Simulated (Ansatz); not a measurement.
# CH4SSi: interaction energy of a dimer with the counterpoise correction in Python

How strongly do two molecules of CH4SSi bind, and how much of that is basis error? Aim: the interaction energy of a dimer with the counterpoise correction, for CH4SSi, run from a script.

Computed with Ansatz 0.2.0, driven from Python. Level of theory: PBE0/def2-SVP.

### 1 The structure

Bond lengths: C1–S2 1.751 Å, S2–Si3 2.129 Å, C1–H4 1.090 Å, C1–H5 1.102 Å, C1–H6 1.085 Å, Si3–H7 1.523 Å. Angles: C1–S2–Si3 102.1°, S2–C1–H4 109.7°, S2–C1–H5 114.6°, S2–C1–H6 115.2°, H4–C1–H5 102.5°, H4–C1–H6 106.4°, H5–C1–H6 107.3°, S2–Si3–H7 108.9°.

No structure file is read: the coordinates are typed or built in the script.

### 2 The code

The input, dimer.py:

```python
import ansatz as az

FIRST = [
    ("C", (-0.8225, 0.6531, -0.3002)),
    ("S", (-0.14, -0.3446, 0.967)),
    ("Si", (1.62, -1.1031, 0.0388)),
    ("H", (-1.7244, 1.1457, 0.0643)),
    ("H", (-0.1913, 1.5044, -0.6037)),
    ("H", (-1.1072, 0.1236, -1.2033)),
    ("H", (2.3657, -1.9791, 1.0369)),
]
SECOND = [
    ("C", (-3.7815, 2.0088, -3.2699)),
    ("S", (-3.8839, 2.2671, -1.5408)),
    ("Si", (-5.6792, 3.3986, -1.364)),
    ("H", (-2.9117, 1.3926, -3.4994)),
    ("H", (-4.6105, 1.42, -3.6955)),
    ("H", (-3.6844, 2.9091, -3.8673)),
    ("H", (-5.9402, 3.6827, 0.1093)),
]

def energy(atoms, ghosts=()):
    molecule = az.Crystal.molecule()
    for symbol, xyz in atoms:
        molecule = molecule.atom(symbol, xyz)
    calc = (
        molecule.calculation()
        .basis(gaussian="def2-SVP")
        .functional("PBE0")
    )
    deck = calc.input()
    if ghosts:
        deck = deck.set(az.key.basis.gaussian.ghost_atoms, [{"symbol": s, "position_ang": list(xyz)} for s, xyz in ghosts])
    return az.Session.from_dict(deck).plan().execute().report["free_energy_ev"]

both = energy(FIRST + SECOND)
alone = energy(FIRST) + energy(SECOND)
ghosted = energy(FIRST, SECOND) + energy(SECOND, FIRST)
print(f"dimer {both:.6f} eV")
print(f"interaction, uncorrected   {96.485332 * (both - alone):8.3f} kJ/mol")
print(f"interaction, counterpoise  {96.485332 * (both - ghosted):8.3f} kJ/mol")
print(f"basis-set superposition    {96.485332 * (alone - ghosted):8.3f} kJ/mol")
```

### 3 The input behind the calls

The package turns the script's settings into the engine's input (first run):

```yaml
crystal:
  periodic: [false, false, false]
  atoms:
    - { symbol: C, position_ang: [-0.8225, 0.6531, -0.3002] }
    - { symbol: S, position_ang: [-0.14, -0.3446, 0.967] }
    - { symbol: Si, position_ang: [1.62, -1.1031, 0.0388] }
    - { symbol: H, position_ang: [-1.7244, 1.1457, 0.0643] }
    - { symbol: H, position_ang: [-0.1913, 1.5044, -0.6037] }
    - { symbol: H, position_ang: [-1.1072, 0.1236, -1.2033] }
    - { symbol: H, position_ang: [2.3657, -1.9791, 1.0369] }
    - { symbol: C, position_ang: [-3.7815, 2.0088, -3.2699] }
    - { symbol: S, position_ang: [-3.8839, 2.2671, -1.5408] }
    - { symbol: Si, position_ang: [-5.6792, 3.3986, -1.364] }
    - { symbol: H, position_ang: [-2.9117, 1.3926, -3.4994] }
    - { symbol: H, position_ang: [-4.6105, 1.42, -3.6955] }
    - { symbol: H, position_ang: [-3.6844, 2.9091, -3.8673] }
    - { symbol: H, position_ang: [-5.9402, 3.6827, 0.1093] }
basis:
  gaussian:
    orbitals: def2-SVP
hamiltonian:
  xc: pbe0
```

### 4 Launch

The run is started by

```bash
$ python dimer.py
```

**Question.** How large is the interaction at this pose, and how much of it is basis-set superposition?

The runs gave:

| quantity | value |
| --- | --- |
| interaction energy, uncorrected | -3.234 kJ/mol |
| interaction energy, counterpoise | -0.940 kJ/mol |
| runs compared | 5 |

The counterpoise correction takes away 71 % of the apparent binding. Uncorrected it is -3.234 kJ/mol, with the counterpoise correction -0.940 kJ/mol; the difference, 2.294 kJ/mol, is the superposition error. Notes:
- The dimer is a generated trial pose of unrelaxed monomers, not a minimum, so the figure is no binding energy, and the basis set is small.
- This level lacks the dispersion part of the attraction (electrostatics and induction are there), which can decide the sign where the interaction is weak.
